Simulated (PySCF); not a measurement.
# F4O2V2 ([F2V(mu-O)2VF2]2-): the cost of one run

Programs: PySCF 2.14.0, with routines of our own; each step states its level. All values are computed. Atoms count from 0.

## 1. The system as given

8 atoms, charge -2, high-spin multiplicity 5; geometry from: idealised, bond lengths from ionic radii.

The system (edge-sharing dimer): [F2V(mu-O)2VF2]2-. The metals (V(III), V(III)) are 2.68 Å apart; the bridge angle is 96°; the spin sites are atom 0 (2 unpaired) and atom 1 (2 unpaired).

## 2. Magnetic exchange: PBE0/def2-SVP in water

What the job is given:

```
{"job": {"kind": "bs", "xc": "PBE0", "basis": "def2-SVP", "grid": 1, "solvent": "water"}, "charge": -2, "high_spin_multiplicity": 5, "spin_sites": [[[0], 2], [[1], 2]]}
V     -1.338100     0.000000    -0.000000
V      1.338100     0.000000    -0.000000
O      0.000000     1.200600    -0.000000
O      0.000000    -1.200600     0.000000
F     -2.357500     0.000000     1.519800
F     -2.357500    -0.000000    -1.519800
F      2.357500    -0.000000    -1.519800
F      2.357500     0.000000     1.519800
```

With the program's defaults for keys left out, this is: PBE0/def2-SVP high-spin and broken-symmetry single points, IEF-PCM water.

Launch:

```sh
$ OMP_NUM_THREADS=1 python exch_run.py task.json out
```

One launch serves the whole session: the jobs run in the order shown.

**Question.** How long does this first job take on 1 thread of Intel Xeon Platinum 8259CL at 2.50GHz, shared host, and how much memory does it need?

About 27 s, with a peak of 0.53 GiB.
